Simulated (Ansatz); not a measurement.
Sr2Ir, space group Fm-3m, a relaxation of the ions

Program: the Ansatz DFT code, driven from Python.

Notebook, run cell by cell (the value of a cell's last expression is shown):

**Cell 1**
```python
import ansatz
from ase import Atoms
from ase.neighborlist import neighbor_list
import numpy as np
```

**Cell 2**
```python
system = (
    ansatz.Lattice.from_parameters(5.108462, 5.108462, 5.108462, alpha=60.0, beta=60.0, gamma=60.0)
    .atom('Sr', [0.75, 0.75, 0.75])
    .atom('Sr', [0.25, 0.25, 0.25])
    .atom('Ir', [0.0, 0.0, 0.0])
)
```

**Cell 3**
```python
setup = (
    system.calculation()
    .basis(14 * ansatz.Ha)
    .occupations(ansatz.OccupationsMethod.METHFESSEL_PAXTON, width=0.3)
    .accuracy('low')
    .functional('r2scan', dispersion='d3bjatm')
    .kpoints(5, 5, 5)
    .scf(max_iterations=200, extra_bands=8, lower_state_search='off')
    .relax(force_tolerance=0.05, random_displacement=True, displacement_amplitude=0.03, displacement_seed=231)
)
steps = []
```

**Cell 4**
```python
def follow(event):
    if event['event'] != 'relax_step':
        return
    row = event['data']
    steps.append(row)
    print(f'step {row["step"]:3d}  E = {row["lagrangian_ev"]:.5f} eV  largest force component = {row["allowed_force_max_ev_ang"]:.4f} eV/A')
```

**Cell 5**
```python
res = setup.session().plan(threads=1).execute(on_event=follow)
r = res.report
```
Output:
```text
DeckWarning: basis.ecutwfc = 380.959407443832 eV is below the records' recommended 500 eV, and the density's cutoff is lower with it unless basis.ecutrho_ratio is high enough to keep the records' density cutoff: compare with a run at a higher cutoff
step   1  E = -19059.69586 eV  largest force component = 0.1244 eV/A
step   2  E = -19059.70031 eV  largest force component = 0.0216 eV/A
```

**Cell 6**
```python
res.lattice.cell_ang
```
Output:
```text
array([[5.108462  , 0.        , 0.        ],
       [2.554231  , 4.42405787, 0.        ],
       [2.554231  , 1.47468596, 4.17104176]])
```

**Cell 7**
```python
r['n_iterations'], r['closed_by']
```
Output:
```text
(2, 'deck_thresholds')
```

**Cell 8**
```python
first, last = steps[0], steps[-1]
symbols = [site.symbol for site in res.lattice.sites]
print(f'energy gained {first["lagrangian_ev"] - last["lagrangian_ev"]:.4f} eV in {len(steps) - 1} steps')
```
Output:
```text
energy gained 0.0045 eV in 1 steps
```

**Cell 9**
```python
final = Atoms(symbols, positions=last['positions_ang'], cell=res.lattice.cell_ang, pbc=True)
i, j, d = neighbor_list('ijd', final, 4.5)
print('neighbours within 1.1 times the shortest distance of each atom (A)')
for atom in range(len(final)):
    near = [m for m in np.argsort(d) if i[m] == atom]
    shell = [m for m in near if d[m] < 1.1 * d[near[0]]]
    print(f'{symbols[atom]}{atom} ({len(shell)}):', ', '.join(f'{symbols[j[m]]} {d[m]:.3f}' for m in shell))
```
Output:
```text
neighbours within 1.1 times the shortest distance of each atom (A)
Sr0 (4): Ir 3.125, Ir 3.127, Ir 3.130, Ir 3.131
Sr1 (4): Ir 3.124, Ir 3.127, Ir 3.130, Ir 3.131
Ir2 (8): Sr 3.124, Sr 3.125, Sr 3.127, Sr 3.127, Sr 3.130, Sr 3.130, Sr 3.131, Sr 3.131
```

**Cell 10**
```python
moved = np.linalg.norm(np.array(last['positions_ang']) - np.array(first['positions_ang']), axis=1)
print('displacement by atom (A):', ' '.join(f'{s}:{d:.3f}' for s, d in zip(symbols, moved)))
```
Output:
```text
displacement by atom (A): Sr:0.024 Sr:0.019 Ir:0.029
```

**Cell 11**
```python
for key in ('converged', 'n_iterations', 'n_electrons', 'n_kpoints', 'n_pw', 'n_symmetry_ops', 'free_energy_ev', 'fermi_energy_ev'):
    print(f'{key:18s} {r[key]}')
```
Output:
```text
converged          True
n_iterations       2
n_electrons        37.0
n_kpoints          63
n_pw               1639
n_symmetry_ops     1
free_energy_ev     -19059.700307627718
fermi_energy_ev    9.297932829386921
```

Reading the output:
- These settings explore the input space; cutoff and mesh may be short of convergence.
- The cutoff lies under the one recommended for these potentials.
- Dispersion corrections can be off by several per cent in the lattices of metals, and by several GPa in the pressure at a fixed cell.
- For a metal this k-point mesh is coarse: on a finer one energies can move by several to tens of meV an atom and pressures by half a GPa or more, differences at one mesh by less.
- The zero of the levels is a convention of the potentials, so an absolute Fermi energy is no work function.
- Energies along a relaxation are free energies. A last row that repeats the one before re-solves the same geometry more tightly.
- The first row is the displaced cell, and groups found at tight tolerances show what the force threshold leaves of the kick.
- Spin-orbit coupling, which matters for elements this heavy, is left out.
- The structure comes from a database of computed cells and needn't be a stable or known phase.
- Warnings are shown shortened and without file and line.
- Run time: 21 s on 1 thread of Intel(R) Xeon(R) 6975P-C (Granite Rapids), on a shared host, peak memory 0.64 GiB.
